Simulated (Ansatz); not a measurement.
# C2H4B2: one species, many methods

The task here is to estimate one member of a computed series from the others.

The runs use Ansatz 0.2.0, Gaussian basis; functionals in def2-TZVPP, the program's frozen cores in correlated methods.

Levels to be run: LDA (SPW92), PBE-D4, revPBE-D4, BLYP-D4, r2SCAN-D4, B97M-V, PBE0-D4, B3LYP-D4, r2SCANh-D4, r2SCAN0-D4, HSE06-D4, BHLYP-D4, CAM-B3LYP-D4, LC-ωPBE, ωB97X-V, ωB97M-V, B2PLYP, PBE-QIDH; CCSD(T)/def2-SVP; CCSD(T)/def2-TZVPP; MP2/def2-QZVPP; extrapolation to the limit; RPA on PBE.

1 further run of the same task is left out (it didn't finish).

### Structure used throughout

All runs share one geometry, relaxed beforehand with PBE0-D4 in a triple-zeta def2 set.

8 atoms, charge 0, spin multiplicity 1.

Atoms are counted from 1 here; the program's logs count them from 0.

Bond lengths: B1–B2 1.627 Å, B1–H5 1.198 Å, B1–H6 1.198 Å, B2–C3 1.487 Å, B2–C4 1.487 Å, C3–C4 1.326 Å, C3–H7 1.081 Å, C4–H8 1.081 Å. Angles: B2–B1–H5 121.7°, B2–B1–H6 121.7°, H5–B1–H6 116.6°, B1–B2–C3 153.5°, B1–B2–C4 153.5°, C3–B2–C4 53.0°, B2–C3–C4 63.5°, B2–C3–H7 154.5°, C4–C3–H7 142.0°, B2–C4–C3 63.5°, B2–C4–H8 154.5°, C3–C4–H8 142.0°.

Set-up of the first run:

The input, in.yaml:

```yaml
crystal:
  periodic: [false, false, false]
  atoms:
    - {symbol: B, position_ang: [-0.654939, 1.445643, -0.560343]}
    - {symbol: B, position_ang: [-0.013831, 0.047975, -0.028086]}
    - {symbol: C, position_ang: [0.770844, -0.777271, 0.927515]}
    - {symbol: C, position_ang: [0.250166, -1.412512, -0.112859]}
    - {symbol: H, position_ang: [-1.750032, 1.802182, -0.229851]}
    - {symbol: H, position_ang: [-0.055961, 2.170737, -1.302663]}
    - {symbol: H, position_ang: [1.367584, -0.941374, 1.813442]}
    - {symbol: H, position_ang: [0.178267, -2.392381, -0.562954]}
basis:
  gaussian: {orbitals: def2-TZVPP}
hamiltonian: {xc: lda}
output: {orbitals: {seedname: orbitals}}
```

Started as:

```sh
> ansatz run in.yaml --threads 2 --pin off --events-out ev --progress --plain --max-ram 4352MiB
```

Steps of the session up to this table: LDA; PBE-D4 (GGA); revPBE-D4 (GGA); BLYP-D4 (GGA); r2SCAN-D4 (meta-GGA); B97M-V (meta-GGA); PBE0-D4 (hybrid); B3LYP-D4 (hybrid); r2SCANh-D4 (hybrid); r2SCAN0-D4 (hybrid); HSE06-D4 (hybrid); BHLYP-D4 (hybrid); CAM-B3LYP-D4 (range-separated); LC-ωPBE (range-separated); ωB97X-V (range-separated); ωB97M-V (range-separated); B2PLYP (double hybrid); PBE-QIDH (double hybrid).

One of the session's tables, all rows but one given; the rest of the session is left out.

It belongs to the step «Orbital energies across the functionals». 

```
  functional  HOMO (eV)  LUMO (eV)  gap (eV)
 LDA (SPW92)          ?          ?         ?
      PBE-D4      -6.84      -2.53      4.31
   revPBE-D4      -6.78      -2.43      4.36
     BLYP-D4      -6.70      -2.37      4.33
   r2SCAN-D4      -7.04      -2.17      4.87
      B97M-V      -7.12      -2.28      4.84
     PBE0-D4      -8.01      -1.58      6.43
    B3LYP-D4      -7.80      -1.79      6.01
  r2SCANh-D4      -7.48      -1.85      5.63
  r2SCAN0-D4      -8.15      -1.37      6.78
    HSE06-D4      -7.61      -1.96      5.65
    BHLYP-D4      -9.12      -0.57      8.55
CAM-B3LYP-D4      -9.35      -0.50      8.85
     LC-ωPBE     -10.69       0.69     11.38
     ωB97X-V     -10.33       0.59     10.92
     ωB97M-V     -10.20       0.33     10.53
```

Estimate the missing values for LDA (SPW92).

**Answer.** HOMO (eV): -6.97; LUMO (eV): -2.79; gap (eV): 4.19. In the column «HOMO (eV)» it lies between r2SCAN-D4 (-7.04) and PBE-D4 (-6.84).
